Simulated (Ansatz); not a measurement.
# Cl₂F₂H₃NSi₂: basis-set convergence

Aim: see how fast density functionals converge with the basis set for Cl₂F₂H₃NSi₂.

Method: one geometry, several basis sets; program: Ansatz 0.2.0, Gaussian basis.

Plan: PBE0-D4/def2-SVP; ωB97M-V/def2-SVP; PBE0-D4/def2-QZVPP; ωB97M-V/def2-QZVPP; the functionals' def2-TZVPP values are taken from earlier runs.

**1. The relaxed structure**

All runs share one geometry, relaxed beforehand with PBE0-D4 in a triple-zeta def2 set.

SMILES `F[Si](F)(Cl)N[SiH2]Cl`, 10 atoms, charge 0, spin multiplicity 1.

Atoms are counted from 1 here; the program's logs count them from 0.

Bond lengths: F1–Si2 1.576 Å, Si2–F3 1.577 Å, Si2–Cl4 2.019 Å, Si2–N5 1.690 Å, N5–Si6 1.725 Å, N5–H8 1.012 Å, Si6–Cl7 2.053 Å, Si6–H9 1.474 Å, Si6–H10 1.478 Å. Angles: F1–Si2–F3 106.9°, F1–Si2–Cl4 110.2°, F1–Si2–N5 108.0°, F3–Si2–Cl4 106.6°, F3–Si2–N5 112.5°, Cl4–Si2–N5 112.5°, Si2–N5–Si6 128.9°, Si2–N5–H8 115.5°, Si6–N5–H8 115.2°, N5–Si6–Cl7 112.1°, N5–Si6–H9 108.8°, N5–Si6–H10 108.1°, Cl7–Si6–H9 107.7°, Cl7–Si6–H10 106.9°, H9–Si6–H10 113.4°.

**2. PBE0-D4 in def2-SVP**

Input file in.yaml:

```yaml
crystal:
  periodic: [false, false, false]
  atoms:
    - {symbol: F, position_ang: [-1.134858, -0.528433, 1.702308]}
    - {symbol: Si, position_ang: [-0.482391, -1.346892, 0.524280]}
    - {symbol: F, position_ang: [-1.647541, -2.140122, -0.183389]}
    - {symbol: Cl, position_ang: [0.794350, -2.728915, 1.257829]}
    - {symbol: N, position_ang: [0.277318, -0.252244, -0.514566]}
    - {symbol: Si, position_ang: [0.229812, 1.472404, -0.493936]}
    - {symbol: Cl, position_ang: [1.700414, 2.270379, 0.695830]}
    - {symbol: H, position_ang: [0.936256, -0.656700, -1.166802]}
    - {symbol: H, position_ang: [-1.071091, 1.904422, 0.049132]}
    - {symbol: H, position_ang: [0.480731, 1.955103, -1.867686]}
basis:
  gaussian: {orbitals: def2-SVP}
hamiltonian: {xc: pbe0, dispersion: d4}
output: {orbitals: {seedname: orbitals}}
```

Further steps of the session: ωB97M-V in def2-SVP; PBE0-D4 in def2-QZVPP; ωB97M-V in def2-QZVPP.

**Question.** What will the summary of the whole plan be? Wanted: PBE0-D4: double and triple zeta above quadruple; ωB97M-V: double and triple zeta above quadruple.

**Answer**, as computed:

```
                                       quantity           value
PBE0-D4: double and triple zeta above quadruple  25.12, 1.69 eV
ωB97M-V: double and triple zeta above quadruple  25.07, 1.58 eV
```

What this shows: For PBE0-D4 the step from double to triple zeta gains 23.43 eV and the next only 1.69 eV. Total energies overstate the basis error of differences, where much of it tends to cancel. The LUMO of ωB97M-V is positive and keeps falling with the basis (2.30 to 1.12 eV): an unbound level that the basis holds in place.
